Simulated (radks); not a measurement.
**Fractional charge and spin in the 5d shell of osmium**

One table from this session's results is given with a row withheld; the runs are named, their logs left out.

Program: radks (a radial shooting solver on a logarithmic mesh, Libxc functionals) version 1. Level of theory: scalar-relativistic Kohn-Sham, BLYP, spin-polarised, spherical densities, finite nucleus. These are calculated values, not measurements, unless marked.

### Starting point

* element: osmium (Z = 76)
* configuration: [Xe] 4f14 6s2 5d(up 4, down 2)
* nuclear rms radius: 5.4126 fm

A shell typed twice in an input gives spin up, then spin down.

The first run:

Settings of this run:

```text
Z 76
configuration [Xe] 4f14 6s2 5d4 5d2
relativity scalar-relativistic
functional b88,lyp
spin polarised
nucleus finite rms 5.4126 fm
c 137.035999084
```

Among the steps run: 5d: up 4, down 2.

One of the session's tables, all rows but one given; the rest of the session is left out.

It belongs to the step «5d: up 4, down 2». From the orbitals of this run (lengths in bohr):

```
  level     <r>  outermost maximum (interpolated)  90 % within  nodes
  4f up  0.5573                             0.405        0.911      0
4f down  0.5560                             0.405        0.907      0
  5p up       ?                                 ?            ?      ?
5p down   1.168                              1.03         1.70      3
  5d up   1.804                              1.36         2.86      2
  6s up   2.957                              2.45         4.42      5
6s down   3.040                              2.50         4.57      5
5d down   1.846                              1.36         2.96      2
```

**Question.** Estimate the row for 5p up.

**Answer.** <r>: 1.171; outermost maximum (interpolated): 1.03; 90 % within: 1.71; nodes: 3. In the column «<r>» it lies between 5p down (1.168) and 5d up (1.804).
